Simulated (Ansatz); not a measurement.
# Two structures of Be: comparison of enthalpies under pressure

One table from this session's results is given with a row withheld; the runs are named, their logs left out.

Computed with Ansatz 0.2.0 through its Python package. Level of theory: DFT LDA, plane waves, PAW.

### The structure

Be Fd-3m: Symmetry: Fd-3m, No. 227, cubic system. Conventional cell: a = 4.380 Å, b = 4.380 Å, c = 4.380 Å, α = 90.00°, β = 90.00°, γ = 90.00°. Be (site symmetry -43m) has 4 Be at 1.90 Å as nearest neighbours.

Be Fm-3m: The structure is cubic, space group Fm-3m (No. 225). The conventional cell has a = 3.190 Å, b = 3.190 Å, c = 3.190 Å, α = 90.00°, β = 90.00°, γ = 90.00°. Be (site symmetry m-3m) is surrounded by 12 Be at 2.26 Å.

The script holds or builds the structure itself.

Set-up of the first run:

The input, be_transition.py:

```python
"""Enthalpies of two structures of Be under pressure."""

import warnings

import ansatz as az
import numpy as np

config = {
    "functional": "LDA",
    "beta": 0.6,
    "scf_tol": 1e-09,
    "cutoff_ev": 460,
    "kspacing": 0.26,
    "filling": "fermi_dirac",
    "sigma": 0.05,
}


def diamond(A, a):
    return az.Crystal.diamond(A, a=a)


def fcc(a_site, a):
    return (
        az.Lattice.fcc(a)
        .space_group(225)
        .atom(a_site, (0, 0, 0))
        .primitive()
    )


def solve(name, crystal, pressure=0.0):
    calc = crystal.calculation()
    calc = calc.functional(config["functional"])
    calc = calc.mixing("msr1", ndim=8, beta=config["beta"]).scf(tolerance=config["scf_tol"], lower_state_search="standard", algorithm="density_mixing")
    calc = calc.basis(config["cutoff_ev"])
    calc = calc.kpoints(spacing=config["kspacing"])
    calc = calc.occupations(config["filling"], width=config["sigma"])
    calc = calc.relax(force_tolerance=0.01, cell=True, pressure=pressure)
    return calc.run(threads=1, backend="cpu")


def volume_per_atom(outcome):
    return abs(np.linalg.det(outcome.lattice.cell_ang)) / len(outcome.lattice.sites)


def main() -> None:
    warnings.simplefilter("ignore")

    phases = {}
    phases["diamond"] = diamond("Be", 4.38)
    phases["fcc"] = fcc("Be", 3.19)

    # enthalpy per atom at each pressure
    pressures = [0, 5, 10, 20]
    enthalpy, volume = {name: [] for name in phases}, {name: [] for name in phases}
    for p in pressures:
        for name, crystal in phases.items():
            o = solve(name, crystal, pressure=p)
            volume[name].append(volume_per_atom(o))
            enthalpy[name].append(o.report["energy_sigma0_ev"] / len(o.lattice.sites) + p * volume[name][-1] / 160.21766)
    gap = np.array(enthalpy["fcc"]) - np.array(enthalpy["diamond"])
    rows = [(p, va, vb, 1000 * d) for p, va, vb, d in zip(pressures, volume["diamond"], volume["fcc"], gap)]
    print("   P (GPa)  V diamond (A^3/atom)  V fcc (A^3/atom)  H(fcc) - H(diamond) (meV/atom)")
    for row in rows:
        print(f"{row[0]:10d}  {row[1]:20.3f}  {row[2]:16.3f}  {row[3]:+30.1f}")
    crossings = [p0 - g0 * (p1 - p0) / (g1 - g0) for p0, p1, g0, g1 in zip(pressures, pressures[1:], gap, gap[1:]) if g0 * g1 < 0]
    print("crossing near", [round(float(p), 1) for p in crossings], "GPa") if crossings else print("no crossing in this range")


if __name__ == "__main__":
    main()
```

Command:

```console
python be_transition.py
```

One table of the session follows, with a row left open; its other results are not shown here.

It belongs to the step «What each run gave». Enthalpy H = E + pV of the second structure less the first:

```
pressure (GPa)  ΔH (meV/atom)
             0        -1666.9
             5              ?
            10        -2020.6
            20        -2302.2
```

Q: Estimate the row for pressure (GPa) = 5 from the others.

Worked estimate for «ΔH (meV/atom)». A straight line through the neighbours (0, -1666.9) and (10, -2020.6) gives -1666.9 + (-2020.6 + 1666.9) × (5 − 0) / (10 − 0) = -1843.8; a parabola fitted to 3 rows on both sides gives -1852.8.

The run gave: ΔH (meV/atom): -1856.0. In «ΔH (meV/atom)» the line misses by +12.2 and the parabola by +3.2.

Limits of these values: Warnings in the runs' records: stress scf threshold loose, end state compared.
